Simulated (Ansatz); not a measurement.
**CH₅BrGe: one species, many methods**

An exercise on one series of results from a longer session: the logs are not shown, and one member is left open.

Method: functionals in def2-TZVPP, the program's frozen cores in correlated methods; program: Ansatz 0.2.0, Gaussian basis.

The runs, in order: LDA (SPW92), PBE-D4, revPBE-D4, BLYP-D4, r2SCAN-D4, B97M-V, PBE0-D4, B3LYP-D4, r2SCANh-D4, r2SCAN0-D4, HSE06-D4, BHLYP-D4, CAM-B3LYP-D4, LC-ωPBE, ωB97X-V, ωB97M-V, B2PLYP, PBE-QIDH; CCSD(T)/def2-SVP; CCSD(T)/def2-TZVPP; MP2/def2-QZVPP; extrapolation to the limit; RPA on PBE.

## The relaxed structure

The geometry comes from an earlier relaxation with PBE0-D4 in a triple-zeta def2 set; it is a stationary point, not always the lowest conformer.

SMILES `[CH3][GeH2][Br]`, 8 atoms, charge 0, spin multiplicity 1.

Atoms are counted from 1 here; the program's logs count them from 0.

Bond lengths: C1–Ge2 1.941 Å, C1–H4 1.090 Å, C1–H5 1.090 Å, C1–H6 1.092 Å, Ge2–Br3 2.320 Å, Ge2–H7 1.536 Å, Ge2–H8 1.536 Å. Angles: Ge2–C1–H4 109.8°, Ge2–C1–H5 109.8°, Ge2–C1–H6 109.8°, H4–C1–H5 109.1°, H4–C1–H6 109.1°, H5–C1–H6 109.1°, C1–Ge2–Br3 107.7°, C1–Ge2–H7 112.7°, C1–Ge2–H8 112.7°, Br3–Ge2–H7 106.2°, Br3–Ge2–H8 106.2°, H7–Ge2–H8 110.8°.

Set-up of the first run:

in.yaml reads:

```yaml
crystal:
  periodic: [false, false, false]
  atoms:
    - {symbol: C, position_ang: [-0.618556, 0.789362, -0.358726]}
    - {symbol: Ge, position_ang: [0.446502, -0.762611, 0.115246]}
    - {symbol: Br, position_ang: [1.666829, -0.228992, 2.014374]}
    - {symbol: H, position_ang: [0.034178, 1.638901, -0.558645]}
    - {symbol: H, position_ang: [-1.290284, 1.041535, 0.461600]}
    - {symbol: H, position_ang: [-1.209218, 0.574283, -1.251441]}
    - {symbol: H, position_ang: [1.474777, -1.128974, -0.964924]}
    - {symbol: H, position_ang: [-0.412028, -1.980505, 0.486717]}
basis:
  gaussian: {orbitals: def2-TZVPP}
hamiltonian: {xc: lda}
output: {orbitals: {seedname: orbitals}}
```

Command:

```sh
ansatz run in.yaml --threads 4 --pin off --events-out ev --progress --plain --max-ram 10444MiB
```

Steps of the session up to this table: LDA; PBE-D4 (GGA); revPBE-D4 (GGA); BLYP-D4 (GGA); r2SCAN-D4 (meta-GGA); B97M-V (meta-GGA); PBE0-D4 (hybrid); B3LYP-D4 (hybrid); r2SCANh-D4 (hybrid); r2SCAN0-D4 (hybrid); HSE06-D4 (hybrid); BHLYP-D4 (hybrid); CAM-B3LYP-D4 (range-separated); LC-ωPBE (range-separated); ωB97X-V (range-separated); ωB97M-V (range-separated); B2PLYP (double hybrid); PBE-QIDH (double hybrid).

One of the session's tables, all rows but one given; the rest of the session is left out.

It belongs to the step «Frontier levels by functional». 

| functional | HOMO (eV) | gap (eV) |
| --- | --- | --- |
| LDA (SPW92) | -6.91 | 5.49 |
| PBE-D4 | -6.78 | 5.64 |
| revPBE-D4 | -6.74 | 5.70 |
| BLYP-D4 | -6.62 | 5.54 |
| r2SCAN-D4 | -7.11 | 6.26 |
| B97M-V | -7.21 | 6.39 |
| PBE0-D4 | -8.05 | 7.81 |
| B3LYP-D4 | -7.79 | 7.28 |
| r2SCANh-D4 | -7.57 | 7.04 |
| r2SCAN0-D4 | -8.26 | 8.20 |
| HSE06-D4 | -7.65 | 7.04 |
| BHLYP-D4 | -9.16 | 9.86 |
| CAM-B3LYP-D4 | -9.36 | 10.12 |
| LC-ωPBE | -10.75 | 12.73 |
| ωB97X-V | ? | ? |
| ωB97M-V | -10.26 | 11.90 |

Estimate the missing values for ωB97X-V.

The run gave: HOMO (eV): -10.40; gap (eV): 12.25. In the column «HOMO (eV)» it lies between LC-ωPBE (-10.75) and ωB97M-V (-10.26).
